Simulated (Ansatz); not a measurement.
Write the native input for Ansatz 0.2.0 that does the following.

| Item | Value |
| --- | --- |
| Task | relaxation of the atoms |
| Functional | PBEsol |
| Potentials or basis | Ansatz PAW |
| Cutoff | 420 eV (not typed: the program's choice for these potentials) |
| k mesh | 8 × 6 × 1 |
| Occupations | fermi-dirac, width 0.05 eV |
| Spin | no spin polarisation |
| Boundary along the surface normal | dipole_correction |
| Atoms held (counted from 0) | [0, 1, 2] |
| Miller | [1, 0, 0] |
| Bulk formula | In |

In, a slab with vacuum:

```
CELL_PARAMETERS angstrom
3.25230 0.00000 0.00000
0.00000 4.94790 0.00000
0.00000 0.00000 24.75690
ATOMIC_POSITIONS crystal
In 0.50000 0.50000 0.30295
In 0.00000 0.00000 0.36863
In 0.50000 0.50000 0.43432
In 0.00000 0.00000 0.50000
In 0.50000 0.50000 0.56568
In 0.00000 0.00000 0.63137
In 0.50000 0.50000 0.69705
```

The slab is cut from a database's or a generator's crystal, which needn't be the stable form of the element.

The cell isn't the ideal one: the (1 0 0) slab of In, cut from the database cell, not relaxed.

One way to write it, as run:

input.yaml

```yaml
crystal:
  lattice:
    - [3.2523, 0.0, 0.0]
    - [0.0, 4.9479, 0.0]
    - [0.0, 0.0, 24.7569]
  atoms:
    - { symbol: In, position: [0.5, 0.5, 0.3029458454] }
    - { symbol: In, position: [0.0, 0.0, 0.3686305636] }
    - { symbol: In, position: [0.5, 0.5, 0.4343152818] }
    - { symbol: In, position: [0.0, 0.0, 0.5] }
    - { symbol: In, position: [0.5, 0.5, 0.5656847182] }
    - { symbol: In, position: [0.0, 0.0, 0.6313694364] }
    - { symbol: In, position: [0.5, 0.5, 0.6970541546] }
hamiltonian:
  xc: pbesol
  pseudopotentials: { kind: paw }
kpoints:
  mp_grid: { grid: [8, 6, 1] }
scf:
  occupations: { method: fermi_dirac, width: 0.05 }
output:
  forces: true
  eigenvalues: true
relax:
  f_tol: 0.02
  max_steps: 40
  constraints: [{ sites: [0, 1, 2] }]
efield:
  axis: 3
  dipole_correction: true
  ramp_width: 0.04
```

Potentials or basis: Ansatz PAW.

Run with:

```sh
$ ansatz run input.yaml --threads 4 --pin off --max-ram 11264MiB --backend cpu --events-out ev --progress --plain --runs-dir out
```

It gave:

- Energy gained by relaxing: 3.0 meV/atom
- Ionic steps: 5
- Largest force after relaxing: 0.169 eV/Å
- Band gap on the k mesh: none (metal or under the smearing width)
- Work function of the upper face: 3.97 eV
- Work function of the lower face: 3.90 eV
- Dipole across the slab: -0.006 e·Å

Caveat: the PAW data sets come from PBE, with cores solved anew for the run's functional, which leaves a small shift of forces and pressure.

Run time: 45 s on 4 threads of Arm Neoverse V2, with other jobs on the host, peak memory 0.97 GiB.
